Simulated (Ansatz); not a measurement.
The system is Mg6CrCd.

```
Cd Cr Mg
1.0
     5.00729    0.00000    0.00000
     0.00000    3.13552    5.44671
     0.00000   -3.13552    5.44671
Cd Cr Mg
1 1 6
Direct
  0.50000 0.66595 0.66595
  0.50000 0.16748 0.16748
  0.00000 0.83327 0.83327
  0.00000 0.32921 0.32921
  0.00000 0.32946 0.84132
  0.00000 0.84132 0.32946
  0.50000 0.16834 0.66497
  0.50000 0.66497 0.16834
```

The cell comes from a database or a generator and needn't be the stable form of this composition.

Base run:

```yaml
Program: Ansatz 0.2.0
Functional: LDA
Potentials_or_basis: Ansatz PAW
Cutoff: "420 eV (not typed: the program's choice for these potentials)"
k_mesh: 6 × 5 × 5
Occupations: methfessel-paxton, width 0.1 eV
Spin: collinear spin, ferromagnetic start
Starting_moments: "[0.0, 3.0, 0.0, 0.0, 0.0, 0.0, 0.0, 0.0] μB"
Hubbard_terms: Cr d U = 3.5 eV
```

Its results: band gap on the k mesh none (metal or under the smearing width); pressure -2.1 GPa; net moment 4.77 μB per cell; site moments Cd -0.01; Cr +4.24; Mg +0.01, -0.00 μB; largest force 0.135 eV/Å.

Problem. The run is repeated on the same cell with these changes: occupations from methfessel-paxton, width 0.1 eV to gaussian, width 0.1 eV; hubbard terms from Cr d U = 3.5 eV to none; hubbard projectors from ortho-atomic (the default) to none. What comes out?

Solution. Band gap on the k mesh none (metal or under the smearing width); pressure -3.5 GPa; net moment 4.30 μB per cell; site moments Cd -0.01; Cr +3.79; Mg +0.03, +0.02, +0.01, -0.01 μB; largest force 0.086 eV/Å.

Caveats: the PAW data sets come from PBE, with cores solved anew for the run's functional, which leaves a small shift of forces and pressure; the magnetic or orbital state may not be the lowest (some runs); the U is typed as a test and isn't derived for this compound (some runs).
